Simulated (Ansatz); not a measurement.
# BN₃H₆: small, medium and large basis sets

An exercise on one series of results from a longer session: the logs are not shown, and one member is left open.

Program: Ansatz 0.2.0, Gaussian basis. Level of theory: one geometry, several basis sets. These are calculated values, not measurements.

The runs, in order: PBE0-D4/def2-SVP; ωB97M-V/def2-SVP; PBE0-D4/def2-QZVPP; ωB97M-V/def2-QZVPP; CCSD(T)/cc-pV(D+d)Z; CCSD(T)/cc-pV(T+d)Z; CCSD(T)/cc-pV(Q+d)Z; the functionals' def2-TZVPP values are taken from earlier runs.

### The geometry

An earlier PBE0-D4 in a triple-zeta def2 set relaxation fixed the geometry.

10 atoms, charge 0, spin multiplicity 1.

Atoms are counted from 1 here; the program's logs count them from 0.

Bond lengths: N1–B2 1.427 Å, N1–H5 1.003 Å, N1–H6 1.003 Å, B2–N3 1.426 Å, B2–N4 1.426 Å, N3–H7 1.002 Å, N3–H8 1.002 Å, N4–H9 1.002 Å, N4–H10 1.002 Å. Angles: B2–N1–H5 122.5°, B2–N1–H6 122.6°, H5–N1–H6 113.1°, N1–B2–N3 119.9°, N1–B2–N4 120.1°, N3–B2–N4 120.0°, B2–N3–H7 122.8°, B2–N3–H8 122.9°, H7–N3–H8 113.4°, B2–N4–H9 123.1°, B2–N4–H10 123.1°, H9–N4–H10 113.5°.

The first run:

File in.yaml:

```yaml
crystal:
  periodic: [false, false, false]
  atoms:
    - {symbol: N, position_ang: [-1.182686, 0.390432, -0.680636]}
    - {symbol: B, position_ang: [0.008482, -0.006062, -0.001727]}
    - {symbol: N, position_ang: [0.315096, -1.391284, 0.145257]}
    - {symbol: N, position_ang: [0.891803, 0.980479, 0.526266]}
    - {symbol: H, position_ang: [-1.744409, -0.254996, -1.203464]}
    - {symbol: H, position_ang: [-1.397616, 1.349514, -0.878716]}
    - {symbol: H, position_ang: [-0.328431, -2.118942, -0.102319]}
    - {symbol: H, position_ang: [1.110947, -1.721948, 0.657135]}
    - {symbol: H, position_ang: [0.723082, 1.965218, 0.446950]}
    - {symbol: H, position_ang: [1.686734, 0.756391, 1.094053]}
basis:
  gaussian: {orbitals: def2-SVP}
hamiltonian: {xc: pbe0, dispersion: d4}
output: {orbitals: {seedname: orbitals}}
```

The run is started by

```bash
> ansatz run in.yaml --threads 2 --pin off --events-out ev --progress --plain --max-ram 32768MiB --backend cpu
```

Among the steps run: PBE0-D4 in def2-SVP; ωB97M-V in def2-SVP; PBE0-D4 in def2-QZVPP; ωB97M-V in def2-QZVPP.

One table of the session follows, with a row left open; its other results are not shown here.

It belongs to the step «Functionals by basis». 

| functional | basis | HOMO (eV) | LUMO (eV) |
| --- | --- | --- | --- |
| PBE0-D4 | def2-SVP | ? | ? |
| PBE0-D4 | def2-TZVPP | -6.55 | 0.88 |
| PBE0-D4 | def2-QZVPP | -6.64 | 0.58 |
| ωB97M-V | def2-SVP | -8.58 | 3.42 |
| ωB97M-V | def2-TZVPP | -8.96 | 2.19 |
| ωB97M-V | def2-QZVPP | -9.04 | 1.75 |

Q: Estimate the row for PBE0-D4, def2-SVP from the others.

As computed: HOMO (eV): -6.17; LUMO (eV): 1.83. In the column «HOMO (eV)» it is the highest.
